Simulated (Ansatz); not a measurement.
# Li5B4, space group R3m: a relaxation of cell and ions

Run with Ansatz 0.2.0 through its Python package.

`li5b4.cif`
```cif
data_Li5B4
_cell_length_a 4.796885
_cell_length_b 4.796885
_cell_length_c 4.796885
_cell_angle_alpha 83.89798
_cell_angle_beta 83.89798
_cell_angle_gamma 83.89798
_symmetry_space_group_name_H-M 'P 1'
_symmetry_Int_Tables_number 1
loop_
_symmetry_equiv_pos_as_xyz
'x, y, z'
loop_
_atom_site_label
_atom_site_type_symbol
_atom_site_fract_x
_atom_site_fract_y
_atom_site_fract_z
Li1 Li    0.278458    0.711938    0.711938
Li2 Li    0.711938    0.278458    0.711938
Li3 Li    0.711938    0.711938    0.278458
Li4 Li    0.787013    0.787013    0.787013
Li5 Li    0.309881    0.309881    0.309881
B6 B    0.811935    0.220593    0.220593
B7 B    0.220593    0.811935    0.220593
B8 B    0.220593    0.220593    0.811935
B9 B    0.022651    0.022651    0.022651
```

The script, `li5b4_vcrelax.py`:
```python
'''Variable-cell relaxation of Li5B4.'''

import json
import warnings

import ansatz as az
from ase.data import atomic_numbers
from ase.io import read
import numpy as np
import spglib

def edges_and_angles(cell):
    cell = np.asarray(cell)
    a, b, c = np.linalg.norm(cell, axis=1)
    cosines = cell[1] @ cell[2] / (b * c), cell[0] @ cell[2] / (a * c), cell[0] @ cell[1] / (a * b)
    return (a, b, c, *np.degrees(np.arccos(cosines)))


def main() -> None:
    warnings.simplefilter('ignore', az.DeckWarning)

    atoms = read('li5b4.cif')
    xtal = az.Crystal.from_ase(atoms)

    # every cell quantity that the symmetry leaves free
    calc = (
        xtal.calculation()
        .occupations('fermi_dirac', width=0.15)
        .functional('PBE')
        .kpoints(mesh=(6, 6, 6), center='gamma')
        .relax(cell=True, stress_tolerance=0.01)
    )
    done = calc.run(events_out='events.ndjson')
    with open('events.ndjson') as stream:
        events = [json.loads(line) for line in stream]
    steps = [e['data'] for e in events if e['event'] == 'relax_step']
    report = done.report
    print('step   energy (eV)     max comp. (eV/A)   P (GPa)  SCF')
    for s in steps:
        print(f'{s["step"]:4d} {s["lagrangian_ev"]:15.5f} {s["allowed_force_max_ev_ang"]:12.4f} {s["pressure_gpa"]:10.3f} {s["n_scf"]:5d}')

    first, last = steps[0], steps[-1]
    symbols = [site.symbol for site in done.lattice.sites]
    print(f'energy gained {first["lagrangian_ev"] - last["lagrangian_ev"]:.4f} eV in {len(steps) - 1} steps')
    for label, vectors in (('before', first['cell_ang']), ('after', done.lattice.cell_ang)):
        print(label, 'a b c (A) {:.4f} {:.4f} {:.4f}  angles {:.2f} {:.2f} {:.2f}'.format(*edges_and_angles(vectors)), f' V = {abs(np.linalg.det(vectors)):.3f} A^3')
    print('final stress xx yy zz (GPa, compression positive):', np.round(np.diag(report['stress_gpa']), 3) + 0.0)

    print('relaxed fractional positions')
    for site in done.lattice.sites:
        print(f'  {site.symbol:2s}', ' '.join(f'{v % 1:8.5f}' for v in np.round(site.position_frac, 5)))

    fractions = [site.position_frac for site in done.lattice.sites]
    numbers = [atomic_numbers[s] for s in symbols]
    for tolerance in (1e-3, 1e-2, 1e-1):
        print(f'space group at {tolerance} A:', spglib.get_spacegroup((done.lattice.cell_ang, fractions, numbers), symprec=tolerance))

    energy = report['free_energy_ev']
    print('Li5B4: {:.6f} eV = {:.6f} Ry = {:.6f} Ha'.format(energy, energy / 13.605693, energy / 27.211386))
    print('Fermi level {:.4f} eV, {} k-points, {} symmetry operations'.format(report['fermi_energy_ev'], report['n_kpoints'], report['n_symmetry_ops']))


if __name__ == '__main__':
    main()
```

```console
$ python li5b4_vcrelax.py
step   energy (eV)     max comp. (eV/A)   P (GPa)  SCF
   1     -1642.65848       0.0268     -0.151     7
   2     -1642.65922       0.0163     -0.059     5
   3     -1642.65941       0.0081     -0.007     5
   4     -1642.65964       0.0130      0.027     6
   5     -1642.66010       0.0091      0.035     6
   6     -1642.67154       0.4799     -1.053     7
   7     -1642.63514       1.3332     -2.796     6
   8     -1642.74273       0.3214     -0.941    11
   9     -1642.85156       0.4656     -1.331     6
  10     -1643.08665       0.6968     -2.173     7
  11     -1642.56365       2.6818      3.818     7
  12     -1643.25217       0.2948      0.494    12
  13     -1643.27873       0.0476      0.072     6
  14     -1643.27999       0.0191      0.032     5
  15     -1643.28007       0.0068     -0.069     5
  16     -1643.28027       0.0022     -0.003     5
  17     -1643.29474       0.0031      0.125     7
  18     -1643.29568       0.0192      0.055     4
  19     -1643.29568       0.0088      0.009     5
  20     -1643.29569       0.0014     -0.007     5
  21     -1643.29588       0.0015     -0.004     6
energy gained 0.6374 eV in 20 steps
before a b c (A) 4.7969 4.7969 4.7969  angles 83.90 83.90 83.90  V = 108.625 A^3
after a b c (A) 4.8725 4.8725 4.8725  angles 72.17 72.17 72.17  V = 101.919 A^3
final stress xx yy zz (GPa, compression positive): [-0.004 -0.004 -0.005]
relaxed fractional positions
  Li  0.25593  0.70701  0.70701
  Li  0.70701  0.25593  0.70701
  Li  0.70701  0.70701  0.25593
  Li  0.75839  0.75839  0.75839
  Li  0.32598  0.32598  0.32598
  B   0.90155  0.21693  0.21693
  B   0.21693  0.90155  0.21693
  B   0.21693  0.21693  0.90155
  B   0.98527  0.98527  0.98527
space group at 0.001 A: R3m (160)
space group at 0.01 A: R3m (160)
space group at 0.1 A: R3m (160)
Li5B4: -1643.295878 eV = -120.780020 Ry = -60.390010 Ha
Fermi level 3.5962 eV, 32 k-points, 6 symmetry operations
```

What to keep in mind:
- Total energies depend on the potentials; only differences at equal settings carry meaning. A total without «per atom» is that of the cell as typed.
- The mesh is modest for a metal, so energies can be off by several to tens of meV an atom and pressures by half a GPa or more; differences at equal mesh fare better.
- An absolute Fermi energy rests on an arbitrary zero of the periodic potential and has no direct meaning.
- Energies along a relaxation are free energies. Rows at an unchanged volume are solved on a plane-wave basis chosen afresh for that cell, so the energy jumps there and such rows are no steps of the walk.
- The smearing is wide enough that free energy and stress hold a thermal part of the electrons.
- Edges and angles are those of the cell as typed, here a primitive one, not of the conventional cell.
- This cell is a computed structure, which may not be the phase found in nature.
- It ran for 110 s on 1 thread of Arm Neoverse V2 (shared host), peak memory 0.49 GiB.

(Lines on the test bed's own set-up are left out of the output.)
